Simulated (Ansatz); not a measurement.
# Cs2TlVF6, space group Fm-3m: a relaxation of cell and ions

Program: the Python package of Ansatz (0.2.0).

The cells in order, each with its output:

```python
import warnings

import ansatz as az
from ase import Atoms
from ase.io import write
import numpy as np
```

```python
KSPACING = 0.32
FILLING = "Fermi-Dirac"
FMAX = 0.01
```

```python
def edges_and_angles(cell):
    cell = np.asarray(cell)
    a, b, c = np.linalg.norm(cell, axis=1)
    cosines = cell[1] @ cell[2] / (b * c), cell[0] @ cell[2] / (a * c), cell[0] @ cell[1] / (a * b)
    return (a, b, c, *np.degrees(np.arccos(cosines)))

warnings.simplefilter("ignore", az.DeckWarning)
```

```python
atoms = Atoms(
    ["Cs", "Cs", "V", "Tl", "F", "F", "F", "F", "F", "F"],
    scaled_positions=[
        (0.25, 0.25, 0.25),
        (0.75, 0.75, 0.75),
        (0.0, 0.0, 0.0),
        (0.5, 0.5, 0.5),
        (0.79, 0.21, 0.21),
        (0.21, 0.79, 0.21),
        (0.21, 0.79, 0.79),
        (0.79, 0.21, 0.79),
        (0.21, 0.21, 0.79),
        (0.79, 0.79, 0.21),
    ],
    cell=[
        (0.0, 4.617, 4.617),
        (4.617, 0.0, 4.617),
        (4.617, 4.617, 0.0),
    ],
    pbc=True,
)
atoms.set_initial_magnetic_moments([0.0, 0.0, 1.5, 0.0, 0.0, 0.0, 0.0, 0.0, 0.0, 0.0])
crystal = az.Crystal.from_ase(atoms)
```

```python
# every cell quantity that the symmetry leaves free
job = (
    crystal.calculation()
    .hubbard("V", "d", u_eff=4.0)  # penalises fractional filling of this shell
    .kpoints(spacing=KSPACING)  # sampling of the Brillouin zone
    .occupations(FILLING)  # smearing steadies the SCF of a metal
    .spin(az.SpinTreatment.COLLINEAR)  # spin-polarised run
    .functional(az.Functional.PBESOL)
    .basis(21 * az.Ha)
    .relax(force_tolerance=FMAX, max_steps=40, cell=True)  # relax until the tolerances are met
)
steps = []


def follow(event):
    if event["event"] != "relax_step":
        return
    row = event["data"]
    steps.append(row)
    print(f"step {row['step']:3d}  E = {row['lagrangian_ev']:.5f} eV  largest force component = {row['allowed_force_max_ev_ang']:.4f} eV/A  P = {row['pressure_gpa']:.3f} GPa")
```

```python
outcome = job.session().plan(threads=1).execute(on_event=follow)
data = outcome.report
```

    step   1  E = -30162.14368 eV  largest force component = 0.3045 eV/A  P = 0.142 GPa
    step   2  E = -30162.15738 eV  largest force component = 0.0064 eV/A  P = 0.629 GPa
    step   3  E = -30162.16241 eV  largest force component = 0.0329 eV/A  P = 0.129 GPa
    step   4  E = -30162.16261 eV  largest force component = 0.0056 eV/A  P = 0.016 GPa
    step   5  E = -30162.16239 eV  largest force component = 0.0057 eV/A  P = 0.015 GPa
    step   6  E = -30162.96063 eV  largest force component = 0.0432 eV/A  P = 0.111 GPa
    step   7  E = -30162.96216 eV  largest force component = 0.0105 eV/A  P = 0.062 GPa
    step   8  E = -30162.96249 eV  largest force component = 0.0027 eV/A  P = 0.014 GPa
    step   9  E = -30162.96263 eV  largest force component = 0.0026 eV/A  P = -0.012 GPa
    step  10  E = -30162.96267 eV  largest force component = 0.0016 eV/A  P = -0.009 GPa
    step  11  E = -30162.96268 eV  largest force component = 0.0016 eV/A  P = -0.009 GPa
    step  11  E = -30162.96268 eV  largest force component = 0.0016 eV/A  P = -0.009 GPa
    RunWarning: this relaxation goes on in a lower state, found at its end (end_state_compared): <dir> holds labels of the higher one, and is kept as <dir>

```python
type(outcome).__name__, type(data).__name__
```

    ('RunOutcome', 'dict')

```python
{key: value for key, value in data.items() if isinstance(value, (int, float)) and "ev" in key}
```

    {'gap_by_band_count_ev': 2.9687199940721145,
     'fermi_energy_ev': 6.478898300015683,
     'harris_foulkes_ev': -30162.962684401864,
     'scf_correction_max_component_ev_ang': 5.9603610677997216e-05,
     'free_energy_ev': -30162.962684401904,
     'internal_energy_ev': -30162.962683287096,
     'lagrangian_ev': -30162.962684401904,
     'energy_sigma0_ev': -30162.9626838445,
     'lagrangian_sigma0_ev': -30162.9626838445,
     'lagrangian_above_aufbau_ev': -6.874378425836864e-08,
     'entropy_ts_ev': 1.114808760426724e-06,
     'loop_fermi_energy_ev': 6.478898300015688,
     'occupations_fermi_energy_ev': 6.478898300015683}

```python
data["n_iterations"], data["closed_by"]
```

    (4, 'deck_thresholds')

```python
first, last = steps[0], steps[-1]
symbols = [site.symbol for site in outcome.lattice.sites]
print(f"energy gained {first['lagrangian_ev'] - last['lagrangian_ev']:.4f} eV in {len(steps) - 1} steps")
for label, vectors in (("before", first["cell_ang"]), ("after", outcome.lattice.cell_ang)):
    print(label, "a b c (A) {:.4f} {:.4f} {:.4f}  angles {:.2f} {:.2f} {:.2f}".format(*edges_and_angles(vectors)), f" V = {abs(np.linalg.det(vectors)):.3f} A^3")
print("final stress xx yy zz (GPa, compression positive):", np.round(np.diag(data["stress_gpa"]), 3) + 0.0)
```

    energy gained 0.8190 eV in 11 steps
    before a b c (A) 6.5294 6.5294 6.5294  angles 60.00 60.00 60.00  V = 196.838 A^3
    after a b c (A) 6.5260 6.5260 6.5260  angles 59.55 59.55 59.55  V = 194.510 A^3
    final stress xx yy zz (GPa, compression positive): [-0.009 -0.009 -0.009]

```python
relaxed = Atoms(symbols, positions=[site.position_ang for site in outcome.lattice.sites], cell=outcome.lattice.cell_ang, pbc=True)
write("relaxed.extxyz", relaxed, format="extxyz")
```

```python
change = np.array(last["positions_ang"]) @ np.linalg.inv(last["cell_ang"]) - np.array(first["positions_ang"]) @ np.linalg.inv(first["cell_ang"])
moved = np.linalg.norm(change @ np.array(last["cell_ang"]), axis=1)
print("displacement within the cell, strain taken out (A):", " ".join(f"{s}:{d:.3f}" for s, d in zip(symbols, moved)))
```

    displacement within the cell, strain taken out (A): Cs:0.019 Cs:0.019 V:0.000 Tl:0.000 F:0.023 F:0.023 F:0.023 F:0.023 F:0.023 F:0.023

```python
for key in ("converged", "n_iterations", "n_electrons", "n_kpoints", "n_pw", "n_symmetry_ops", "free_energy_ev", "fermi_energy_ev"):
    print(f"{key:18s} {data[key]}")
```

    converged          True
    n_iterations       4
    n_electrons        86.0
    n_kpoints          13
    n_pw               6009
    n_symmetry_ops     12
    free_energy_ev     -30162.962684401904
    fermi_energy_ev    6.478898300015683

```python
print("site moments (muB):", [round(m, 2) for m in data["site_moments_mub"]])
print("electrons up, down:", [round(n, 3) for n in data["spin_occupation_sums"]])
```

    site moments (muB): [0.0, 0.0, 1.54, -0.0, 0.0, 0.0, 0.0, 0.0, 0.0, 0.0]
    electrons up, down: [44.0, 42.0]

It writes `relaxed.extxyz`:
```text
10
Lattice="0.031442274706340576 4.614497032389674 4.614497032389674 4.614497032389674 0.031442274706340576 4.614497032389674 4.614497032389674 4.614497032389674 0.031442274706340576" Properties=species:S:1:pos:R:3 pbc="T T T"
Cs       2.32593156       2.32593156       2.32593156
Cs       6.93450478       6.93450478       6.93450478
V       -0.00000000      -0.00000000      -0.00000000
Tl       4.63021817       4.63021817       4.63021817
F        1.98631925       4.62028558       4.62028558
F        4.62028558       1.98631925       4.62028558
F        7.27411709       4.64015076       4.64015076
F        4.64015076       7.27411709       4.64015076
F        4.62028558       4.62028558       1.98631925
F        4.64015076       4.64015076       7.27411709
```

Reading the output:
- Absolute energies stand on the zero of these potentials, so only differences at equal settings mean something. A total without «per atom» is that of the whole cell that was run.
- The magnetic order follows from the starting moments and needn't be the lowest.
- Spin-orbit coupling, left out here, can change this gap by several tenths of an eV, and inverted bands can meet off the mesh.
- The zero of the levels is a convention of the potentials, so an absolute Fermi energy is no work function.
- Energies along a relaxation are free energies. Rows at an unchanged volume are solved on a plane-wave basis chosen afresh for that cell, so the energy can jump there; the script counts such rows among its steps.
- Edges and angles are those of the cell as typed, here a primitive one, not of the conventional cell.
- With one magnetic atom the cell can hold only ferromagnetic order.
- The cell relaxed to the group R-3m; tensors and edges are in the axes of the typed cell.
- An opening on this mesh may only mean that it misses a point where bands touch.
- The structure is a deposited one; some such entries were measured under pressure or heat, so a shift against it needn't be the functional's error alone.
- Levels are Kohn-Sham eigenvalues on this mesh, without spin-orbit coupling.
- Warnings are shown shortened and without file and line.
- The script silences the warnings on its input, which a real study should read.
- Finished in 17 min on 1 thread of Arm Neoverse V1, on a shared host, peak memory 2.2 GiB.

(A comment or docstring line of the script was reworded after the run, the code is as it ran; lines on the test bed's own set-up are left out of the output.)
